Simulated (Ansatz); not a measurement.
# CH8SSi2: how energies converge with the basis set

The task here is to estimate one member of a computed series from the others.

Computed with Ansatz 0.2.0, Gaussian basis. Level: one geometry, several basis sets.

The runs, in order: PBE0-D4/def2-SVP; ωB97M-V/def2-SVP; PBE0-D4/def2-QZVPP; ωB97M-V/def2-QZVPP; the functionals' def2-TZVPP values are taken from earlier runs.

**The geometry**

An earlier PBE0-D4 in a triple-zeta def2 set relaxation fixed the geometry.

SMILES `[SiH3]CS[SiH3]`, 12 atoms, charge 0, spin multiplicity 1.

Atoms are counted from 1 here; the program's logs count them from 0.

Bond lengths: Si1–C2 1.881 Å, Si1–H5 1.484 Å, Si1–H6 1.484 Å, Si1–H7 1.490 Å, C2–S3 1.829 Å, C2–H8 1.093 Å, C2–H9 1.092 Å, S3–Si4 2.126 Å, Si4–H10 1.483 Å, Si4–H11 1.488 Å, Si4–H12 1.486 Å. Angles: C2–Si1–H5 109.8°, C2–Si1–H6 109.1°, C2–Si1–H7 110.2°, H5–Si1–H6 109.6°, H5–Si1–H7 109.0°, H6–Si1–H7 109.2°, Si1–C2–S3 110.8°, Si1–C2–H8 112.4°, Si1–C2–H9 110.3°, S3–C2–H8 110.4°, S3–C2–H9 106.0°, H8–C2–H9 106.7°, C2–S3–Si4 100.5°, S3–Si4–H10 105.6°, S3–Si4–H11 110.1°, S3–Si4–H12 112.5°, H10–Si4–H11 110.6°, H10–Si4–H12 110.0° and more.

The first run:

Input file in.yaml:

```yaml
crystal:
  periodic: [false, false, false]
  atoms:
    - {symbol: Si, position_ang: [-1.651739, 0.823204, 0.352503]}
    - {symbol: C, position_ang: [-0.648143, -0.740036, 0.649132]}
    - {symbol: S, position_ang: [1.057870, -0.327624, 1.164894]}
    - {symbol: Si, position_ang: [2.017579, -0.217376, -0.729461]}
    - {symbol: H, position_ang: [-1.020080, 1.630857, -0.720717]}
    - {symbol: H, position_ang: [-1.699316, 1.613786, 1.607645]}
    - {symbol: H, position_ang: [-3.040154, 0.471666, -0.058317]}
    - {symbol: H, position_ang: [-0.633297, -1.397848, -0.223256]}
    - {symbol: H, position_ang: [-1.079782, -1.316727, 1.470504]}
    - {symbol: H, position_ang: [3.447663, 0.042953, -0.436430]}
    - {symbol: H, position_ang: [1.859143, -1.504538, -1.458815]}
    - {symbol: H, position_ang: [1.467156, 0.866582, -1.583880]}
basis:
  gaussian: {orbitals: def2-SVP}
hamiltonian: {xc: pbe0, dispersion: d4}
output: {orbitals: {seedname: orbitals}}
```

Launch:

```bash
ansatz run in.yaml --threads 4 --pin off --events-out ev --progress --plain --max-ram 10444MiB
```

Among the steps run: PBE0-D4 in def2-SVP; ωB97M-V in def2-SVP; PBE0-D4 in def2-QZVPP; ωB97M-V in def2-QZVPP.

One of the session's tables, all rows but one given; the rest of the session is left out.

It belongs to the step «Density functionals: the series». 

```
functional       basis  HOMO (eV)  LUMO (eV)
   PBE0-D4    def2-SVP      -6.83       0.22
   PBE0-D4  def2-TZVPP      -6.89      -0.16
   PBE0-D4  def2-QZVPP      -6.90      -0.28
   ωB97M-V    def2-SVP      -8.95       2.12
   ωB97M-V  def2-TZVPP          ?          ?
   ωB97M-V  def2-QZVPP      -9.06       1.25
```

**Question.** Estimate the row for ωB97M-V, def2-TZVPP.

The run gave: HOMO (eV): -9.04; LUMO (eV): 1.55. In the column «HOMO (eV)» it lies between ωB97M-V, def2-QZVPP (-9.06) and ωB97M-V, def2-SVP (-8.95).
